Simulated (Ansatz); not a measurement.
**TaSCl3: small, medium and large basis sets**

One table from this session's results is given with a row withheld; the runs are named, their logs left out.

The runs use Ansatz 0.2.0, Gaussian basis; one geometry, several basis sets.

The runs, in order: PBE0-D4/def2-SVP; ωB97M-V/def2-SVP; PBE0-D4/def2-QZVPP; ωB97M-V/def2-QZVPP; the functionals' def2-TZVPP values are taken from earlier runs.

## Structure used throughout

The geometry comes from an earlier relaxation with PBE0-D4 in a triple-zeta def2 set; it is a stationary point. Ta takes the def2 core potential; no spin-orbit term is included.

5 atoms, charge 0, spin multiplicity 1.

Atoms are counted from 1 here; the program's logs count them from 0.

Bond lengths: S1–Ta2 2.138 Å, Ta2–Cl3 2.270 Å, Ta2–Cl4 2.270 Å, Ta2–Cl5 2.270 Å. Angles: S1–Ta2–Cl3 108.4°, S1–Ta2–Cl4 108.4°, S1–Ta2–Cl5 108.4°, Cl3–Ta2–Cl4 110.6°, Cl3–Ta2–Cl5 110.6°, Cl4–Ta2–Cl5 110.6°.

Set-up of the first run:

in.yaml reads:

```yaml
crystal:
  periodic: [false, false, false]
  atoms:
    - {symbol: S, position_ang: [0.225627, -0.147699, 2.115802]}
    - {symbol: Ta, position_ang: [0.010137, -0.014806, -0.006890]}
    - {symbol: Cl, position_ang: [1.705206, -1.177006, -0.971682]}
    - {symbol: Cl, position_ang: [-1.996886, -0.908821, -0.579111]}
    - {symbol: Cl, position_ang: [0.105715, 2.174832, -0.599520]}
basis:
  gaussian: {orbitals: def2-SVP}
hamiltonian: {xc: pbe0, dispersion: d4}
output: {orbitals: {seedname: orbitals}}
```

Command:

```sh
$ ansatz run in.yaml --threads 4 --pin off --events-out ev --progress --plain --max-ram 10444MiB
```

Among the steps run: PBE0-D4 in def2-SVP; ωB97M-V in def2-SVP; PBE0-D4 in def2-QZVPP; ωB97M-V in def2-QZVPP.

One of the session's tables, all rows but one given; the rest of the session is left out.

It belongs to the step «Density functionals: the series». 

| functional | basis | HOMO (eV) | LUMO (eV) |
| --- | --- | --- | --- |
| PBE0-D4 | def2-SVP | ? | ? |
| PBE0-D4 | def2-TZVPP | -8.29 | -2.88 |
| PBE0-D4 | def2-QZVPP | -8.30 | -2.90 |
| ωB97M-V | def2-SVP | -10.41 | -0.78 |
| ωB97M-V | def2-TZVPP | -10.35 | -0.81 |
| ωB97M-V | def2-QZVPP | -10.37 | -0.85 |

Estimate the missing values for PBE0-D4, def2-SVP.

The run gave: HOMO (eV): -8.39; LUMO (eV): -2.89. In the column «HOMO (eV)» it lies between ωB97M-V, def2-TZVPP (-10.35) and PBE0-D4, def2-QZVPP (-8.30).
